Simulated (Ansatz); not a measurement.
Below is the output of a Python script on the Python package of Ansatz (0.2.0) that makes a ladder of methods at one geometry of C₂H₆B₂O, SMILES BBC(C)=O. Write a script that gives it. Level of theory (for the species named): LDA, def2-SVP basis, multiplicity 1. The script varies functional: lda, pbe0, r2scan0, r2scan, pbe.

```json
{"atom": "B", "x (Å)": "-0.2081", "y (Å)": "2.2456", "z (Å)": "0.0467"}
{"atom": "B", "x (Å)": "0.2931", "y (Å)": "0.7638", "z (Å)": "-0.3291"}
{"atom": "C", "x (Å)": "-0.3675", "y (Å)": "-0.5151", "z (Å)": "0.3068"}
{"atom": "C", "x (Å)": "0.2684", "y (Å)": "-1.8613", "z (Å)": "-0.0379"}
{"atom": "O", "x (Å)": "-1.2549", "y (Å)": "-0.4179", "z (Å)": "1.0969"}
{"atom": "H", "x (Å)": "-1.1467", "y (Å)": "2.4522", "z (Å)": "0.7963"}
{"atom": "H", "x (Å)": "0.2691", "y (Å)": "3.2354", "z (Å)": "-0.4683"}
{"atom": "H", "x (Å)": "1.2271", "y (Å)": "0.6701", "z (Å)": "-1.1017"}
{"atom": "H", "x (Å)": "-0.3579", "y (Å)": "-2.6473", "z (Å)": "0.5531"}
{"atom": "H", "x (Å)": "1.2708", "y (Å)": "-1.9379", "z (Å)": "0.2620"}
{"atom": "H", "x (Å)": "0.0721", "y (Å)": "-2.0447", "z (Å)": "-1.1043"}
```

```console
$ python c2h6b2o.py
functional    E (Ha)        dipole (D)   HOMO (eV)  LUMO (eV)
lda           -202.594257     2.057      -5.530     -5.379
pbe0          -204.222345     2.134      -6.935     -4.096
r2scan0       -204.324643     2.221      -7.160     -3.974
r2scan        -204.342128     2.111      -5.687     -4.879
pbe           -204.191541     1.987      -5.382     -5.095
```

One script that gives this output:

`c2h6b2o.py`:
```python
from pathlib import Path

import ansatz as az
import numpy as np

BASIS_SET = "def2-SVP"

geometry_ang = [
    ("B", (-0.2081, 2.2456, 0.0467)),
    ("B", (0.2931, 0.7638, -0.3291)),
    ("C", (-0.3675, -0.5151, 0.3068)),
    ("C", (0.2684, -1.8613, -0.0379)),
    ("O", (-1.2549, -0.4179, 1.0969)),
    ("H", (-1.1467, 2.4522, 0.7963)),
    ("H", (0.2691, 3.2354, -0.4683)),
    ("H", (1.2271, 0.6701, -1.1017)),
    ("H", (-0.3579, -2.6473, 0.5531)),
    ("H", (1.2708, -1.9379, 0.262)),
    ("H", (0.0721, -2.0447, -1.1043)),
]
molecule = az.Crystal.molecule()
for symbol, xyz in geometry_ang:
    molecule = molecule.atom(symbol, xyz)

job = molecule.calculation().basis(gaussian=BASIS_SET)

print("functional    E (Ha)        dipole (D)   HOMO (eV)  LUMO (eV)")
for name in ["lda", "pbe0", "r2scan0", "r2scan", "pbe"]:
    data = job.functional(name).forces().orbitals().run(threads=1, backend="cpu", runs_dir="runs").report
    lines = Path(data["orbitals_path"]).read_text().splitlines()
    field_of = lambda key: [line.split("=")[1].strip() for line in lines if line.startswith(key)]
    orbitals = [(27.211386 * float(e), s, float(n)) for e, s, n in zip(field_of("Ene="), field_of("Spin="), field_of("Occup="))]
    homo = max(e for e, _, n in orbitals if n > 0.5)
    lumo = min(e for e, _, n in orbitals if n < 0.5)
    dipole = 4.803205 * np.linalg.norm(data["charge_distribution"]["dipole_moment_e_ang"])
    print(f"{name:10s} {data['free_energy_ev'] / 27.211386246:14.6f} {dipole:9.3f} {homo:11.3f} {lumo:10.3f}")
```

Reading the output:
- The settings weren't tested for convergence.
- The geometry is a force-field or estimated start, not a minimum of this method, and the basis set is short of its limit. A lower total doesn't mark the better method: functionals have no common bound, and MP2 and coupled cluster aren't variational.
- Levels such as HOMO and LUMO are orbital energies: with these approximate functionals they aren't the ionisation energy and electron affinity, and their gap isn't the fundamental gap.
- Hardware and time: 24 s on 1 thread of Arm Neoverse V1, on a shared host, peak memory 0.27 GiB.

(Lines on the test bed's own set-up are left out of the output.)
